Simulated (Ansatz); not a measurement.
Crystal: HPbNO4.

```xyz
14
Lattice="4.9245 0.0000 0.0000 0.0000 5.5972 0.0000 0.0000 0.0000 7.2435" Properties=species:S:1:pos:R:3 pbc="T T T"
H     0.0000    2.7986    1.3992
H     2.4623    0.0000    5.8442
Pb    2.4623    2.7986    6.8999
Pb    0.0000    0.0000    0.3436
N     0.0000    0.0000    4.6108
N     2.4623    2.7986    2.6327
O     0.0000    2.7986    0.4245
O     2.4623    0.0000    6.8190
O     0.0000    1.0953    5.2874
O     0.0000    4.5019    5.2874
O     0.0000    0.0000    3.3863
O     2.4623    3.8939    1.9561
O     2.4623    1.7033    1.9561
O     2.4623    2.7986    3.8571
```

The cell was built by a generator and needn't be a form met in nature.

* Program: Ansatz 0.2.0
* Task: relaxation of cell and atoms
* Functional: revPBE
* Potentials or basis: Ansatz PAW
* Cutoff: 420 eV (not typed: the program's choice for these potentials)
* k mesh: 4 × 4 × 3
* Occupations: fermi-dirac, width 0.05 eV
* Spin: no spin polarisation

At the start: volume 14.26 Å³/atom.

Task: Where does the relaxation end?

Result: It ends after 15 steps and the volume is 15.86 Å³/atom (+11.2 %); space group Pmmn (No. 59, to 0.05 Å).

The path:
```
step  energy change (eV)  largest force (eV/Å)  volume (Å³)
   1              0.0000                0.2243       199.66
   2             -0.0220                0.1340       211.22
   3             -0.0217                0.1049       211.73
   4             -0.0200                0.0544       212.70
   5             -0.0206                0.0289       212.62
   6             -0.0208                0.0033       212.60
   7             -0.0836                0.0081       212.60
   8             -0.0756                0.0387       217.44
   9             -0.0686                0.0098       219.61
  10             -0.0682                0.0161       219.70
  11             -0.0682                0.0034       219.69
  12             -0.0958                0.0058       219.69
  13             -0.0918                0.0047       221.21
  14             -0.0894                0.0028       222.00
  15             -0.0966                0.0035       222.00
```

Final structure:
```cif
data_structure
_symmetry_space_group_name_H-M 'P 1'
_symmetry_Int_Tables_number 1
_cell_length_a 5.0374
_cell_length_b 5.8002
_cell_length_c 7.5980
_cell_angle_alpha 90.000
_cell_angle_beta 90.000
_cell_angle_gamma 90.000
_cell_volume 222.00
loop_
_atom_site_label
_atom_site_type_symbol
_atom_site_fract_x
_atom_site_fract_y
_atom_site_fract_z
_atom_site_occupancy
H1 H 0.00000 0.50000 0.18237 1
H2 H 0.50000 0.00000 0.81763 1
Pb1 Pb 0.50000 0.50000 0.96885 1
Pb2 Pb 0.00000 0.00000 0.03115 1
N1 N 0.00000 0.00000 0.64279 1
N2 N 0.50000 0.50000 0.35721 1
O1 O 0.00000 0.50000 0.05418 1
O2 O 0.50000 0.00000 0.94582 1
O3 O 0.00000 0.18974 0.73314 1
O4 O 0.00000 0.81026 0.73314 1
O5 O 0.00000 0.00000 0.48191 1
O6 O 0.50000 0.68974 0.26686 1
O7 O 0.50000 0.31026 0.26686 1
O8 O 0.50000 0.50000 0.51809 1
```

Caveat: the plane-wave basis is chosen anew once the cell has moved, so the energies of steps on either side of that aren't comparable; the pressure holds a Pulay correction of +0.5 GPa for the finite cutoff; the PAW data sets come from PBE, with cores solved anew for the run's functional, which leaves a small shift of forces and pressure.
